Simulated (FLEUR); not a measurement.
# Mg3Te (I4/mmm) in FLEUR: a series of runs, part 2 of 2

FLEUR MaX-R8.1 (later development tree). The steps go on from the part before.

### 5 Equation of state, LDA, 24.18 Å³/atom

Changes to inp.xml since step 4:

```diff
@@ -24,3 +24,3 @@
       <xi:include xmlns:xi="http://www.w3.org/2001/XInclude" href="sym.xml"> </xi:include>
-      <bulkLattice scale="0.9864848297">
+      <bulkLattice scale="1.0000000000">
          <bravaisMatrix>
```

Run with:

```bash
$ inpgen -f crystal.txt -profile fastHighL
$ # inp.xml edited to the form shown
$ fleur_MPI
```

It took 3.3 min on 1 thread of AMD EPYC 9R45 (Zen 5), shared host; peak memory 0.13 GiB.

Results (log left out):

| Item | Value |
| --- | --- |
| Free energy | -201088.0600 eV |
| Band gap on the k mesh | none (metal or under the smearing width) |
| Valence electrons inside the program's atomic spheres | Te 20.18; Mg 8.58, 8.57 (radii Te 2.66, Mg 2.33 bohr) |

### 6 Equation of state, LDA, 25.14 Å³/atom (volume scaled by 1.04)

Changes to inp.xml since step 5:

```diff
@@ -24,3 +24,3 @@
       <xi:include xmlns:xi="http://www.w3.org/2001/XInclude" href="sym.xml"> </xi:include>
-      <bulkLattice scale="1.0000000000">
+      <bulkLattice scale="1.0131594038">
          <bravaisMatrix>
```

Potentials or basis: all-electron, FLAPW.

Run with:

```bash
$ inpgen -f crystal.txt -profile fastHighL
$ # inp.xml edited to the form shown
$ fleur_MPI
```

It took 3.8 min on 1 thread of AMD EPYC 9R45 (Zen 5), shared host; peak memory 0.14 GiB.

It converged, with:

* Free energy: -201087.9901 eV
* Band gap on the k mesh: none (metal or under the smearing width)
* Valence electrons inside the program's atomic spheres: Te 20.15; Mg 8.57, 8.54 (radii Te 2.66, Mg 2.33 bohr)

### 7 Equation of state, LDA, 25.63 Å³/atom (volume scaled by 1.06)

Changes to inp.xml since step 6:

```diff
@@ -24,3 +24,3 @@
       <xi:include xmlns:xi="http://www.w3.org/2001/XInclude" href="sym.xml"> </xi:include>
-      <bulkLattice scale="1.0131594038">
+      <bulkLattice scale="1.0196128224">
          <bravaisMatrix>
```

Run with:

```bash
$ inpgen -f crystal.txt -profile fastHighL
$ # inp.xml edited to the form shown
$ fleur_MPI
```

Run time: 4 min. Hardware: 1 thread of AMD EPYC 9R45 (Zen 5), shared host; peak memory 0.14 GiB.

The run converged. Its results:

| Item | Value |
| --- | --- |
| Free energy | -201087.9454 eV |
| Band gap on the k mesh | none (metal or under the smearing width) |
| Valence electrons inside the program's atomic spheres | Te 20.14; Mg 8.56, 8.53 (radii Te 2.66, Mg 2.33 bohr) |

### 8 Equation of state, LDA

This step only gathers the single runs of the series.

Results:

- Equilibrium volume: 22.73 Å³/atom (rough: see the caveat)
- Bulk modulus at fixed shape and positions: 42 GPa (rough)

Energy against volume, from the lowest point:
```csv
volume (Å³/atom),energy (meV/atom)
22.727,0.00
23.210,1.31
24.177,10.96
25.144,28.43
25.628,39.60
```

Caveat: the minimum lies outside the volumes run; the cell was scaled at fixed shape and fractional positions, which overstates the stiffness of a crystal with free parameters, most of all of layers and chains.
